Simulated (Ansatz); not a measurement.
# Al4CoRu3: the cost of one run

Computed with Ansatz 0.2.0 (DFT PBE, scalar-relativistic, plane waves, PAW, unless a step's input says otherwise).

## Step 1: The structure to begin with

Symmetry: Im-3m, No. 229, cubic system. Conventional cell: a = 6.092 Å, b = 6.092 Å, c = 6.092 Å, α = 90.00°, β = 90.00°, γ = 90.00°. Al (site symmetry -3m) has 2 Co at 2.64 Å and 6 Ru at 2.64 Å as nearest neighbours. Around Co (site symmetry m-3m) lie 8 Al at 2.64 Å. Ru (site symmetry 4/mmm) is surrounded by 8 Al at 2.64 Å.

As a file:

```xyz
8
Lattice="-3.0461 3.0461 3.0461 3.0461 -3.0461 3.0461 3.0461 3.0461 -3.0461" Properties=species:S:1:pos:R:3 pbc="T T T"
Al    1.5231   -1.5231    1.5231
Al    1.5231    1.5231    1.5231
Al    1.5231    1.5231   -1.5231
Al   -1.5231    1.5231    1.5231
Co    0.0000    0.0000    0.0000
Ru    0.0000    3.0461    0.0000
Ru    0.0000    0.0000    3.0461
Ru    3.0461    0.0000    0.0000
```

The start is an ordering of an alloy on its end members' structure types: elements ordered on the sites of the AlCo type, Ru/Co on Co (Im-3m, No. 229).

## Step 2: A first look at the guess

Input file input.yaml:

```yaml
crystal:
  lattice:
    - [-3.04610194, 3.04610194, 3.04610194]
    - [3.04610194, -3.04610194, 3.04610194]
    - [3.04610194, 3.04610194, -3.04610194]
  atoms:
    - { symbol: Al, position: [0.0, 0.5, 0.0] }
    - { symbol: Al, position: [0.5, 0.5, 0.5] }
    - { symbol: Al, position: [0.0, 0.0, 0.5] }
    - { symbol: Al, position: [0.5, 0.0, 0.0] }
    - { symbol: Co, position: [0.0, 0.0, 0.0], spin: 3.0 }
    - { symbol: Ru, position: [0.5, 0.0, 0.5] }
    - { symbol: Ru, position: [0.5, 0.5, 0.0] }
    - { symbol: Ru, position: [0.0, 0.5, 0.5] }
basis:
  ecutwfc: 420
kpoints:
  mp_grid: { grid: [4, 4, 4] }
hamiltonian:
  xc: pbe
scf:
  occupations: { method: gaussian, width: 0.1 }
  lower_state_search: "off"
output:
  forces: true
  stress: true
  eigenvalues: true
  populations: true
magnetization:
  spin_polarized: true
```

Run with:

```bash
ansatz run input.yaml --threads 1 --pin off --max-ram 2560MiB --backend cpu --events-out ev --progress --plain --runs-dir out
```

What time and memory should one allow on 1 thread of Intel Xeon 6975P-C (Granite Rapids), shared host?

About 6.7 s, with a peak of 0.44 GiB.
